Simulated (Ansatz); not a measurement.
Geometry optimisation, DFT PBE, scalar-relativistic, plane waves, PAW in Ansatz.

input.yaml

```yaml
crystal:
  lattice:
    - [6.42, 0.0, 0.0]
    - [-4.815, 8.339825, 0.0]
    - [0.0, 0.0, 5.21304]
  atoms:
    - { symbol: Mg, position: [0.0, 0.0, 0.0] }
    - { symbol: Mg, position: [0.16666666, 0.22222221, 0.5] }
    - { symbol: Mg, position: [-1.0e-08, 0.33333332, 0.0] }
    - { symbol: Mg, position: [0.16666665, 0.55555553, 0.5] }
    - { symbol: Mg, position: [-2.0e-08, 0.66666664, 0.0] }
    - { symbol: Mg, position: [0.16666664, 0.88888885, 0.5] }
    - { symbol: Mg, position: [0.5, 0.0, 0.0] }
    - { symbol: Mg, position: [0.66666666, 0.22222221, 0.5] }
    - { symbol: Mg, position: [0.49999999, 0.33333332, 0.0] }
    - { symbol: Mg, position: [0.66666665, 0.55555553, 0.5] }
    - { symbol: Mg, position: [0.49999998, 0.66666664, 0.0] }
    - { symbol: Mg, position: [0.66666664, 0.88888885, 0.5] }
    - { symbol: Li, position: [0.83601522, 0.4469361, -0.24567749] }
basis:
  ecutwfc: 420.0
kpoints:
  mp_grid: { grid: [4, 3, 4] }
hamiltonian:
  xc: pbe
scf:
  occupations: { method: gaussian, width: 0.05 }
  lower_state_search: "off"
relax:
  f_tol: 0.03
  max_steps: 60
  adjacent_minimum: "off"
```

Launched with:

```bash
$ ansatz run input.yaml --threads 4 --pin off --max-ram 10240MiB --backend cpu --events-out ev --progress --plain --runs-dir out
```

Where does it end, and by what steps?

The forces met the threshold. The force dipped under the threshold on the way, but the program's further checks kept it going. Limits of this set-up: coarse k mesh, a small cell, in which the defect meets its images, a typed lattice constant that wasn't relaxed here. After 10 steps the energy has fallen by 1.172 eV; Mg9 moved furthest, 0.82 Å. Parted: Mg5–Mg9 (3.21 → 4.40 Å). Joined: Mg11–Li13 (3.91 → 2.86 Å).

```tsv
step	energy less start (eV)	largest force component (eV/Å)	accepted
0	0.0000	1.290	yes
1	-0.8672	0.417	yes
2	-1.0061	0.158	yes
3	-1.0287	0.096	yes
4	-1.0347	0.053	yes
5	-1.0658	0.126	yes
6	-1.1207	0.157	yes
7	-1.1399	0.122	yes
8	-1.1671	0.064	yes
9	-1.1719	0.012	yes
10	-1.1719	0.012	yes
```

```xyz
13
Lattice="6.4200 0.0000 0.0000 -4.8150 8.3398 0.0000 0.0000 0.0000 5.2130" Properties=species:S:1:pos:R:3
Mg -0.056 -0.263 -0.032
Mg 0.035 1.979 3.023
Mg -1.585 2.793 0.167
Mg -1.610 4.662 2.526
Mg -2.759 5.909 -0.035
Mg -3.208 7.584 2.557
Mg 3.362 0.119 -0.095
Mg 3.363 1.812 2.631
Mg 1.355 2.206 0.524
Mg 1.668 4.857 2.004
Mg 0.187 5.352 -0.403
Mg -0.060 7.389 2.482
Li 2.523 3.807 -0.992
```

Whether the end is a true minimum wasn't checked by a vibrational analysis.

Run time: 43 s on 4 threads of Intel(R) Xeon(R) Platinum 8488C (Sapphire Rapids), on a shared host, peak memory 1 GiB.
